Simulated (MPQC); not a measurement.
**SnH2F (SMILES [F][SnH2]): levels of theory compared**

We compute a comparison of 5 runs (UHF/STO-3G, UHF/3-21G, UBLYP/STO-3G, UPBE/3-21G, ZAPT2/3-21G) of SnH2F. 

Program for the calculation: MPQC 2.3.1.

6 further runs of the same task are left out: 2 that didn't finish, 4 set aside as unsound or not needed.

## (1) The molecule

SnH2F has 4 atoms, charge 0, and is taken as a doublet. SMILES: `[F][SnH2]`. The shape is that of a PBE0-D4/def2-TZVP optimisation.

Bond lengths: F1–Sn2 1.932 Å, Sn2–H3 1.726 Å, Sn2–H4 1.726 Å. Angles: F1–Sn2–H3 103.3°, F1–Sn2–H4 103.3°, H3–Sn2–H4 113.3°.

## (2) Energy and gradient at UHF/STO-3G (run 1)

job.in

```
% emacs should use -*- KeyVal -*- mode
molecule<Molecule>: (
   symmetry = c1
   unit = angstrom
   { atoms geometry } = {
      F  [ -1.552600 -0.190000 0.640700 ]
      Sn [ 0.028300 -0.242200 -0.468300 ]
      H  [ 1.184100 -1.054400 0.524100 ]
      H  [ 0.395700 1.426200 -0.716700 ]
   }
)
basis<GaussianBasisSet>: (
   name = "STO-3G"
   molecule = $:molecule
   basisdir = "."
   puream = yes
)
mpqc: (
   checkpoint = no
   savestate = no
   restart = no
   do_energy = yes
   do_gradient = yes
   optimize = no
   mole<UHF>: (
      molecule = $:molecule
      basis = $:basis
      total_charge = 0
      multiplicity = 2
      memory = 1000000000
      print_evals = yes
      maxiter = 120
      value_accuracy = 1e-08
   )
)
```

The basis set STO-3G is read from a file made from the Basis Set Exchange's data (not shown).

On the command line:

```bash
$ mpqc job.in > job.out
```

Log:

```text
MPQC: Massively Parallel Quantum Chemistry
[...]
  USCF::init: total charge = 0
[...]
  iter     1 energy = -6061.1873386303 delta = 5.53428e-01
[...]
  <S^2>      = 0.753011
  total scf energy = -6062.4506705076
[...]
Value of the MolecularEnergy: -6062.4506705076
  Gradient of the MolecularEnergy:
      1   -0.0116802801
      2    0.0012527215
      3    0.0099315590
      4   -0.0091826748
      5   -0.0147729335
      6   -0.0237299069
      7    0.0181185658
      8   -0.0174198050
      9    0.0189967108
     10    0.0027443892
     11    0.0309400170
     12   -0.0051983629
[...]
      symmetry = c1
[...]
      nbasis = 34
[...]
    nalpha = 31
    nbeta = 30
[...]
```

It took 1.2 s on 1 thread of Intel Xeon Platinum 8259CL at 2.50GHz (Skylake/Cascade Lake), shared host.

## (3) Energy and forces at UHF/3-21G (run 2)

mol.in

```
% FH2Sn
molecule<Molecule>: (
    symmetry = c1
    unit = angstrom
    { atoms geometry } = {
        F  [ -1.552600    -0.190000     0.640700 ]
        Sn [ 0.028300    -0.242200    -0.468300 ]
        H  [ 1.184100    -1.054400     0.524100 ]
        H  [ 0.395700     1.426200    -0.716700 ]
    }
)
basis<GaussianBasisSet>: (
    name = "3-21G"
    molecule = $:molecule
    basisdir = "."
    puream = yes
)
mpqc: (
    checkpoint = no
    savestate = no
    restart = no
    do_energy = yes
    do_gradient = yes
    optimize = no
    mole<UHF>: (
        molecule = $:molecule
        basis = $:basis
        total_charge = 0
        multiplicity = 2
        memory = 1000000000
        print_evals = yes
        maxiter = 120
        value_accuracy = 1e-08
    )
)
```

The basis set 3-21G is read from a file made from the Basis Set Exchange's data (not shown).

On the command line:

```bash
$ mpqc -o mol.out mol.in
```

Log:

```text
MPQC: Massively Parallel Quantum Chemistry
[...]
  USCF::init: total charge = 0
[...]
  iter     1 energy = -6089.5344605163 delta = 3.95422e-01
[...]
  <S^2>      = 0.752048
  total scf energy = -6096.3234508419
[...]
Value of the MolecularEnergy: -6096.3234508419
  Gradient of the MolecularEnergy:
      1   -0.0103737500
      2    0.0019261645
      3    0.0104475244
      4    0.0193056494
      5   -0.0001843987
      6   -0.0126668479
      7   -0.0053689445
      8    0.0019783419
      9   -0.0003125963
     10   -0.0035629549
     11   -0.0037201078
     12    0.0025319198
[...]
      symmetry = c1
[...]
      nbasis = 44
[...]
    nalpha = 31
    nbeta = 30
[...]
```

Wall time 3.9 s (1 thread of Intel Xeon Platinum 8259CL at 2.50GHz (Skylake/Cascade Lake), shared host).

## (4) Energy and gradient at UBLYP/STO-3G (run 3)

job.in: that of step 2 with these lines changed.

```diff
@@ -5,6 +5,6 @@
    { atoms geometry } = {
-      F  [ -1.552600 -0.190000 0.640700 ]
-      Sn [ 0.028300 -0.242200 -0.468300 ]
-      H  [ 1.184100 -1.054400 0.524100 ]
-      H  [ 0.395700 1.426200 -0.716700 ]
+      F  [ -1.552600    -0.190000     0.640700 ]
+      Sn [ 0.028300    -0.242200    -0.468300 ]
+      H  [ 1.184100    -1.054400     0.524100 ]
+      H  [ 0.395700     1.426200    -0.716700 ]
    }
@@ -24,3 +24,3 @@
    optimize = no
-   mole<UHF>: (
+   mole<UKS>: (
       molecule = $:molecule
@@ -33,2 +33,4 @@
       value_accuracy = 1e-08
+      functional<StdDenFunctional>: ( name = "BLYP" )
+      integrator<RadialAngularIntegrator>: ( grid = xfine )
    )
```

The basis set STO-3G is read from a file made from the Basis Set Exchange's data (not shown).

On the command line:

```bash
$ mpqc job.in > job.out
```

Log:

```text
MPQC: Massively Parallel Quantum Chemistry
[...]
  USCF::init: total charge = 0
[...]
  WARNING: BeckeIntegrationWeight usually uses the atomic maximum
           probability radius, however this is not available for
[...]
  Integrated electron density error = -0.007416127790
  iter     1 energy = -6063.6191925995 delta = 5.53428e-01
[...]
  Integrated electron density error = 0.000004607573
  iter    34 energy = -6064.6917631333 delta = 2.34015e-08
  Integrated electron density error = 0.000004607572
  iter    35 energy = -6064.6917631338 delta = 1.77236e-08
  Integrated electron density error = 0.000004607573
  iter    36 energy = -6064.6917631353 delta = 1.29937e-08
[...]
  <S^2>      = 0.750344
  total scf energy = -6064.6917631353
[...]
  Integrated electron density error = 0.000004607029
  Total Gradient:
[...]
Value of the MolecularEnergy: -6064.6917631353
  Gradient of the MolecularEnergy:
      1   -0.0000562074
      2   -0.0008198185
      3   -0.0011600139
      4   -0.0162874115
      5   -0.0070706676
      6   -0.0042471215
      7    0.0138287403
      8   -0.0138496600
      9    0.0116066015
     10    0.0025148787
     11    0.0217401461
     12   -0.0061994661
[...]
        symmetry = c1
[...]
        nbasis = 34
[...]
      nalpha = 31
      nbeta = 30
[...]
```

Wall time 51 s (1 thread of Intel Xeon Platinum 8259CL at 2.50GHz (Skylake/Cascade Lake), shared host).

Run 4 isn't shown in full; the table further down has it.

## (5) A single-point energy at ZAPT2/3-21G (run 5)

job.in

```
% emacs should use -*- KeyVal -*- mode
molecule<Molecule>: (
   symmetry = c1
   unit = angstrom
   { atoms geometry } = {
      F  [ -1.552600 -0.190000 0.640700 ]
      Sn [ 0.028300 -0.242200 -0.468300 ]
      H  [ 1.184100 -1.054400 0.524100 ]
      H  [ 0.395700 1.426200 -0.716700 ]
   }
)
basis<GaussianBasisSet>: (
   name = "3-21G"
   molecule = $:molecule
   basisdir = "."
   puream = yes
)
mpqc: (
   checkpoint = no
   savestate = no
   restart = no
   do_energy = yes
   do_gradient = no
   optimize = no
   mole<MBPT2>: (
      molecule = $:molecule
      basis = $:basis
      memory = 1000000000
      method = zapt
      nfzc = 19
      algorithm = v1
      reference<HSOSHF>: (
         molecule = $:molecule
         basis = $:basis
         total_charge = 0
         multiplicity = 2
         memory = 1000000000
         print_evals = yes
         maxiter = 100
      )
   )
)
```

The basis set 3-21G is read from a file made from the Basis Set Exchange's data (not shown).

On the command line:

```bash
$ mpqc -o job.out job.in
```

Log:

```text
MPQC: Massively Parallel Quantum Chemistry
[...]
  HSOSSCF::init: total charge = 0
[...]
   npass  rest  nbasis  nshell  nfuncmax  ndocc  nsocc  nvir  nfzc  nfzv
[...]
  iter     1 energy = -6089.5344293772 delta = 3.95422e-01
[...]
  LUMO is    32   A =   0.109645
  total scf energy = -6096.3228632257
[...]
Value of the MolecularEnergy: -6096.4860457245
[...]
        symmetry = c1
[...]
```

It took 2.3 s on 1 thread of Intel Xeon Platinum 8259CL at 2.50GHz (Skylake/Cascade Lake), shared host.

## (6) Overview of the runs

```csv
run,level,integration grid,task,energy (Eh),⟨S²⟩,largest force (eV/Å),wall time
1,UHF/STO-3G,–,gradient,-6062.450671,0.753,1.620,1.2 s
2,UHF/3-21G,–,gradient,-6096.323451,0.752,1.187,3.9 s
3,UBLYP/STO-3G,xfine,gradient,-6064.691763,0.750,1.170,51 s
4,UPBE/3-21G,xfine,gradient,-6098.626360,0.750,0.699,83 s
5,ZAPT2/3-21G,–,energy,-6096.486046,–,–,2.3 s
```

## (7) Outcome

```
                                           quantity           value
                                run 5: total energy  -6096.48605 Eh
run 5: correlation energy (19 core orbitals frozen)      -163.2 mEh
```

What this shows: Totals of different functionals can't be ranked against each other. In runs 1, 3 the basis is minimal, so the values are rough. In runs 1, 2, 3, 4, 5 relativity is left out where basis or elements ask for it. All runs together took 2.4 min, the longest 83 s.
